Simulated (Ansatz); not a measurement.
**BSiN2H5 (SMILES N[SiH]1BN1) at MP2/cc-pVDZ**

What is the vertical ionisation energy of BSiN2H5 at MP2/cc-pVDZ? 

The results are computed with Ansatz 0.2.0.

61 further runs of the same task are left out: 61 set aside as unsound or not needed.

**1. The molecule**

BSiN2H5 has 9 atoms, charge 0, and is taken as a singlet. As SMILES, `N[SiH]1BN1`. The coordinates come from a PBE0-D4/def2-TZVP relaxation. This is one conformer, not always the lowest.

Bond lengths: N1–Si2 1.702 Å, Si2–B3 1.914 Å, Si2–N4 1.755 Å, B3–N4 1.389 Å, N1–H5 1.006 Å, N1–H6 1.005 Å, Si2–H7 1.482 Å, B3–H8 1.190 Å, N4–H9 1.011 Å. Some angles: N1–Si2–B3 127.2°, N1–Si2–N4 121.8°, B3–Si2–N4 44.2°, Si2–B3–N4 61.8°, Si2–N4–B3 74.0°, N1–Si2–H7 105.5°, B3–Si2–H7 127.1°, N4–Si2–H7 113.4°, Si2–N1–H5 122.6°, Si2–N1–H6 123.2°.

**2. A single-point energy at MP2/cc-pVDZ**

File in.yaml:

```yaml
crystal:
  periodic: [false, false, false]
  atoms:
    - {symbol: N, position_ang: [-0.637800, 1.588100, 0.218200]}
    - {symbol: Si, position_ang: [0.258900, 0.175500, 0.530500]}
    - {symbol: B, position_ang: [-0.233900, -1.625800, 0.110200]}
    - {symbol: N, position_ang: [0.650500, -0.971600, -0.738400]}
    - {symbol: H, position_ang: [-0.221300, 2.503300, 0.212900]}
    - {symbol: H, position_ang: [-1.561800, 1.577300, -0.177300]}
    - {symbol: H, position_ang: [1.441200, 0.620900, 1.305200]}
    - {symbol: H, position_ang: [-0.741300, -2.702400, 0.114400]}
    - {symbol: H, position_ang: [1.134000, -1.211600, -1.592900]}
basis:
  gaussian:
    orbitals: cc-pVDZ
total_charge: 0
correlation:
  method: mp2
  frozen_orbitals: {B: 1, H: 0, "N": 1, Si: 5}
accuracy: high
magnetization:
  spin_polarized: false
```

The run is started by

```
ansatz run in.yaml --threads 1 --pin off --max-ram 3480MiB --events-out events.jsonl --progress --plain --runs-dir runs
```

The log of the run:

```text
Warning: RAYON_NUM_THREADS=1 ignored (pool sized by the plan → 1); use --threads N
Functional definition: HF
  name "HF"
  exchange = exact_x
  correlation = 0
1994 factors; integrals over basis functions are off by at most 3.8e-9 eV
mean field evaluation 1: about -11573.4158 eV, gradient 3.9e1 eV
mean field evaluation 2: about -11573.5202 eV, gradient 3.9e1 eV
mean field evaluation 4: about -11577.0688 eV, gradient 3.5e0 eV
mean field evaluation 8: about -11577.1168 eV, gradient 2.1e-4 eV
mean field -11577.11682029 eV, -425.4511958939 hartree, gradient 4.3e-8 eV, S^2 0.000000; 0 other end points of the search recorded, 0 dependent functions left out
8 core orbitals not correlated: weight in the atoms' cores, before any rotation towards them, 1.000 or more for the frozen orbitals, at most 0.000 for the correlated occupied ones
reference -11577.11682029 eV, -425.4511958939 hartree; 11, 11 occupied and 66, 66 virtual orbitals, 1994 factors
second order -14.01729974 eV of doubles, -0.00000000 eV of singles
Total energy: -11591.13412003 eV, -425.9663221582 hartree
```

It took 2.9 s on 1 thread of Arm Neoverse V1, shared host; peak memory 0.22 GiB.

**3. The doublet cation at the same level**

File molecule.yaml:

```yaml
crystal:
  periodic: [false, false, false]
  atoms:
    - {symbol: "N", position_ang: [-0.637800, 1.588100, 0.218200]}
    - {symbol: Si, position_ang: [0.258900, 0.175500, 0.530500]}
    - {symbol: B, position_ang: [-0.233900, -1.625800, 0.110200]}
    - {symbol: "N", position_ang: [0.650500, -0.971600, -0.738400]}
    - {symbol: H, position_ang: [-0.221300, 2.503300, 0.212900]}
    - {symbol: H, position_ang: [-1.561800, 1.577300, -0.177300]}
    - {symbol: H, position_ang: [1.441200, 0.620900, 1.305200]}
    - {symbol: H, position_ang: [-0.741300, -2.702400, 0.114400]}
    - {symbol: H, position_ang: [1.134000, -1.211600, -1.592900]}
basis:
  gaussian: {orbitals: cc-pVDZ}
magnetization: {spin_polarized: true, initial_magnetization: 1}
total_charge: 1
accuracy: high
correlation: {method: mp2, frozen_orbitals: {B: 1, H: 0, "N": 1, Si: 5}}
```

The run is started by

```
ansatz run molecule.yaml --threads 1 --pin off --max-ram 3480MiB --events-out events.jsonl --progress --plain --runs-dir runs
```

The log of the run:

```text
Warning: RAYON_NUM_THREADS=1 ignored (pool sized by the plan → 1); use --threads N
Functional definition: HF
  name "HF"
  exchange = exact_x
  correlation = 0
1993 factors; integrals over basis functions are off by at most 3.8e-9 eV
mean field evaluation 1: about -11561.5311 eV, gradient 4.1e1 eV
mean field evaluation 2: about -11561.6429 eV, gradient 4.1e1 eV
mean field evaluation 4: about -11568.9517 eV, gradient 3.2e0 eV
mean field evaluation 8: about -11569.0856 eV, gradient 3.3e-1 eV
mean field evaluation 16: about -11569.0911 eV, gradient 1.6e-8 eV
mean field evaluation 32: about -11560.6543 eV, gradient 3.5e1 eV
mean field -11569.09105423 eV, -425.1562544313 hartree, gradient 3.5e-8 eV, S^2 0.761379; 3 other end points of the search recorded, 0 dependent functions left out
8 core orbitals not correlated: weight in the atoms' cores, before any rotation towards them, 1.000 or more for the frozen orbitals, at most 0.000 for the correlated occupied ones
reference -11569.09105423 eV, -425.1562544313 hartree; 11, 10 occupied and 66, 67 virtual orbitals, 1993 factors
second order -13.43642449 eV of doubles, -0.00000000 eV of singles
Total energy: -11582.52747871 eV, -425.6500339236 hartree
```

Run time: 6 s. Hardware: 1 thread of Arm Neoverse V1, shared host; peak memory 0.3 GiB.

**4. What came out**

Level: MP2/cc-pVDZ, 8 core orbitals frozen.

| quantity | value |
| --- | --- |
| singlet BSiN2H5: total energy | -425.96632 Eh |
| singlet BSiN2H5: correlation energy (8 core orbitals frozen) | -515.1 mEh |
| doublet cation: total energy | -425.65003 Eh |
| doublet cation: correlation energy (8 core orbitals frozen) | -493.8 mEh |
| doublet cation: ⟨S²⟩ of the reference determinant | 0.761 |
| vertical ionisation energy (to the doublet cation) | 8.607 eV |

What this shows: Removing an electron at fixed nuclei costs 8.61 eV (198 kcal/mol).
